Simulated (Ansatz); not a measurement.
# BrClH2InN: the cost of one run

Method: RKS B3LYP-D4/def2-SVP; program: Ansatz 0.2.0.

### 1 Reference run: BrClH₂InN, relaxed

Input file input.yaml:

```yaml
crystal:
  periodic: [false, false, false]
  atoms:
    - { symbol: In, position_ang: [-0.710099, 0.529074, -0.462557] }
    - { symbol: Br, position_ang: [1.627122, 1.092184, 1.42987] }
    - { symbol: "N", position_ang: [-0.051203, -1.310616, 0.154167] }
    - { symbol: H, position_ang: [0.935781, -0.662841, 0.772141] }
    - { symbol: Cl, position_ang: [-2.176552, 2.167688, -1.242874] }
    - { symbol: H, position_ang: [0.374951, -1.815489, -0.650648] }
basis:
  gaussian: { orbitals: def2-SVP }
hamiltonian:
  xc: { name: B3LYP }
  dispersion: d4
output:
  forces: true
relax:
  f_tol: 0.02
  max_steps: 120
  constraints: [{ distance: [1, 3] }, { distance: [0, 1] }, { distance: [2, 3] }]
  escape_saddle: false
```

Started as:

```console
> ansatz run input.yaml --threads 1 --pin off --max-ram 2560MiB --backend cpu --events-out ev --progress --plain --runs-dir out
```

**Question.** How long does this run take on 1 thread of Arm Neoverse V1, shared host, and how much memory does it need?

About 43 s, with a peak of 0.25 GiB.
